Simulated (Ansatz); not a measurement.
Crystal: Ge2Sb2Te5.

```xyz
9
Lattice="6.8391 -3.0660 0.0000 6.8391 3.0660 0.0000 -6.8310 0.0000 6.8476" Properties=species:S:1:pos:R:3 pbc="T T T"
Te    5.4948    0.0000    2.6461
Te    9.5385    0.0000    1.3429
Te    0.0699    0.0000    0.0441
Te   -2.7069    0.0000    5.5452
Te    1.3918    0.0000    4.0888
Sb    8.3181    0.0000    4.0255
Sb   -1.3207    0.0000    2.8579
Ge    2.6055    0.0000    1.2862
Ge    6.7274    0.0000    0.0756
```

The cell comes from a database or a generator and needn't be the stable form of this composition.

```yaml
Program: Ansatz 0.2.0
Task: relaxation of cell and atoms
Functional: revPBE
Dispersion: D4
Potentials_or_basis: Ansatz PAW
Cutoff: "420 eV (not typed: the program's choice for these potentials)"
k_mesh: 5 × 5 × 4
Occupations: fermi-dirac, width 0.05 eV
Spin: no spin polarisation
```

At the start: volume 31.91 Å³/atom.

Task: How do energy, volume and symmetry change on relaxing?

Result: It ends after 13 steps and the volume is 30.70 Å³/atom (-3.8 %); space group Cm (No. 8, to 0.05 Å).

The path:
| step | energy change (eV) | largest force (eV/Å) | volume (Å³) |
| --- | --- | --- | --- |
| 1 | 0.0000 | 0.5716 | 287.17 |
| 2 | -0.1672 | 0.5575 | 282.29 |
| 3 | -0.2247 | 0.1738 | 273.81 |
| 4 | -0.2347 | 0.1277 | 275.53 |
| 5 | -0.2379 | 0.0967 | 276.28 |
| 6 | -0.2423 | 0.0664 | 276.46 |
| 7 | -0.2454 | 0.0675 | 276.34 |
| 8 | -0.2500 | 0.0930 | 276.14 |
| 9 | -0.2581 | 0.0988 | 276.15 |
| 10 | -0.2600 | 0.0170 | 276.31 |
| 11 | -0.2602 | 0.0162 | 276.24 |
| 12 | -0.2603 | 0.0040 | 276.34 |
| 13 | -0.2585 | 0.0040 | 276.34 |

Final structure:
```
CELL_PARAMETERS angstrom
6.78006 -3.04455 -0.04577
6.78006 3.04455 -0.04577
-6.81780 0.00000 6.73966
ATOMIC_POSITIONS crystal
Te 0.60814 0.60814 0.41337
Te 0.80247 0.80247 0.18357
Te 0.99197 0.99197 0.99071
Te 0.20861 0.20861 0.80420
Te 0.41703 0.41703 0.60448
Sb 0.89078 0.89078 0.56748
Sb 0.11829 0.11829 0.42439
Ge 0.27017 0.27017 0.19112
Ge 0.49253 0.49253 0.02068
```

Caveat: the plane-wave basis is chosen anew once the cell has moved, so the energies of steps on either side of that aren't comparable; the PAW data sets come from PBE, with cores solved anew for the run's functional, which leaves a small shift of forces and pressure.
